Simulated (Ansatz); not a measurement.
# Sn2TeS3: from a guess to a relaxed structure

The task: take a trial cell of Sn2TeS3 to zero force and stress.

Program: Ansatz 0.2.0. Level of theory: DFT PBE, scalar-relativistic, plane waves, PAW. These are calculated values, not measurements.

## (1) The structure to begin with

It takes space group R-3m (No. 166, trigonal). The conventional cell has a = 6.270 Å, b = 6.270 Å, c = 15.687 Å, α = 90.00°, β = 90.00°, γ = 120.00°. Around Sn (site symmetry 3m) lie 9 S at 3.67 to 3.77 Å and 3 Te at 3.69 Å and 4 Sn at 3.83 to 3.88 Å. Te (site symmetry -3m) has 6 S at 3.18 Å and 6 Sn at 3.69 Å in its first shell of neighbours. S (site symmetry 2/m) is surrounded by 4 S at 3.13 Å and 2 Te at 3.18 Å and 6 Sn at 3.67 to 3.77 Å.

As a file:

```
Sn Te S
1.0
     3.13489    1.80993    5.22910
    -3.13489    1.80993    5.22910
     0.00000   -3.61986    5.22910
Sn Te S
2 1 3
Direct
  0.12220 0.12220 0.12220
  0.87780 0.87780 0.87780
  0.50000 0.50000 0.50000
  0.00000 0.50000 0.50000
  0.50000 0.00000 0.50000
  0.50000 0.50000 0.00000
```

A structure generator made this guess: species swapped into a database cell of Zr2AlFe3 (R-3m, No. 166), with Sn on the Zr sites, Te on the Al sites and S on the Fe sites. The dimensions are guesses.

## (2) A first look at the guess

File input.yaml:

```yaml
crystal:
  lattice:
    - [3.13488681, 1.80992774, 5.22909926]
    - [-3.13488681, 1.80992774, 5.22909926]
    - [0.0, -3.61985549, 5.22909926]
  atoms:
    - { symbol: Sn, position: [0.12220179, 0.12220179, 0.12220179] }
    - { symbol: Sn, position: [0.87779821, 0.87779821, 0.87779821] }
    - { symbol: Te, position: [0.5, 0.5, 0.5] }
    - { symbol: S, position: [0.0, 0.5, 0.5] }
    - { symbol: S, position: [0.5, 0.0, 0.5] }
    - { symbol: S, position: [0.5, 0.5, 0.0] }
basis:
  ecutwfc: 420
kpoints:
  mp_grid: { grid: [3, 3, 3] }
hamiltonian:
  xc: pbe
scf:
  occupations: { method: gaussian, width: 0.1 }
  lower_state_search: "off"
output:
  forces: true
  stress: true
  eigenvalues: true
```

Run with:

```
> ansatz run input.yaml --threads 1 --pin off --max-ram 2560MiB --backend cpu --events-out ev --progress --plain --runs-dir out
```

Further runs follow: a loose first relaxation; relaxation on the finer mesh.

**Question.** What will these runs give? Wanted: conventional cell; volume; energy over the elements, grey Sn; gap on the mesh.

As calculated:

```
                              quantity                                                                        value
symmetry at the end (tolerance 0.05 Å)                                                   space group R-3m (No. 166)
                     conventional cell  a = 4.945 Å, b = 4.945 Å, c = 22.353 Å, α = 90.00°, β = 90.00°, γ = 120.00°
                                volume                                                                26.29 Å³/atom
     energy over the elements, grey Sn                                                                +0.18 eV/atom
                       gap on the mesh                                                                 none (metal)
```

The space group R-3m (No. 166) is kept, and the volume per atom shrinks by 11.4 % from the first guess. With a positive formation energy it can't be a ground state. No finished test with a distortion of lower symmetry is shown, so the end may be a saddle point. The runs treat Te without spin-orbit coupling.
